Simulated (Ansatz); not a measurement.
# FH₄InOSSi: small, medium and large basis sets

How large a basis does FH₄InOSSi need? Two functionals are run in growing sets.

Method: one geometry, several basis sets; program: Ansatz 0.2.0, Gaussian basis.

Plan: PBE0-D4/def2-SVP; ωB97M-V/def2-SVP; PBE0-D4/def2-QZVPP; ωB97M-V/def2-QZVPP; the functionals' def2-TZVPP values are taken from earlier runs.

### Step 1. The relaxed structure

All runs share one geometry, relaxed beforehand with PBE0-D4 in a triple-zeta def2 set. In takes the def2 core potential; no spin-orbit term is included.

SMILES `[OH][InH][S][SiH2]F`, 9 atoms, charge 0, spin multiplicity 1.

Atoms are counted from 1 here; the program's logs count them from 0.

Bond lengths: O1–In2 1.973 Å, O1–H6 0.961 Å, In2–S3 2.454 Å, In2–H7 1.693 Å, S3–Si4 2.088 Å, Si4–F5 1.639 Å, Si4–H8 1.480 Å, Si4–H9 1.480 Å. Angles: In2–O1–H6 111.6°, O1–In2–S3 109.3°, O1–In2–H7 124.4°, S3–In2–H7 125.6°, In2–S3–Si4 88.8°, S3–Si4–F5 105.3°, S3–Si4–H8 114.4°, S3–Si4–H9 113.7°, F5–Si4–H8 105.4°, F5–Si4–H9 106.4°, H8–Si4–H9 110.8°.

### Step 2. PBE0-D4 in def2-SVP

Contents of in.yaml:

```yaml
crystal:
  periodic: [false, false, false]
  atoms:
    - {symbol: O, position_ang: [-0.354782, 2.626399, -0.665789]}
    - {symbol: In, position_ang: [0.716928, 1.324070, 0.358686]}
    - {symbol: S, position_ang: [-0.785981, -0.246813, 1.498047]}
    - {symbol: Si, position_ang: [-0.316262, -1.676429, 0.049890]}
    - {symbol: F, position_ang: [0.632615, -0.896645, -1.035714]}
    - {symbol: H, position_ang: [-1.290442, 2.409518, -0.643473]}
    - {symbol: H, position_ang: [2.389626, 1.434512, 0.592912]}
    - {symbol: H, position_ang: [0.500278, -2.806154, 0.547261]}
    - {symbol: H, position_ang: [-1.491971, -2.168458, -0.701819]}
basis:
  gaussian: {orbitals: def2-SVP}
hamiltonian: {xc: pbe0, dispersion: d4}
output: {orbitals: {seedname: orbitals}}
```

Run with:

```console
$ ansatz run in.yaml --threads 4 --pin off --events-out ev --progress --plain --max-ram 10444MiB
```

Further steps of the session: ωB97M-V in def2-SVP; PBE0-D4 in def2-QZVPP; ωB97M-V in def2-QZVPP.

Q: Predict the results of all the runs planned. Wanted: PBE0-D4: double and triple zeta above quadruple; ωB97M-V: double and triple zeta above quadruple.

As calculated:

| quantity | value |
| --- | --- |
| PBE0-D4: double and triple zeta above quadruple | 13.99, 0.93 eV |
| ωB97M-V: double and triple zeta above quadruple | 14.05, 0.88 eV |

In words: For PBE0-D4 the step from double to triple zeta gains 13.06 eV and the next only 0.93 eV. These are total energies; as a rule much of such shifts cancels in differences, which this series doesn't test.
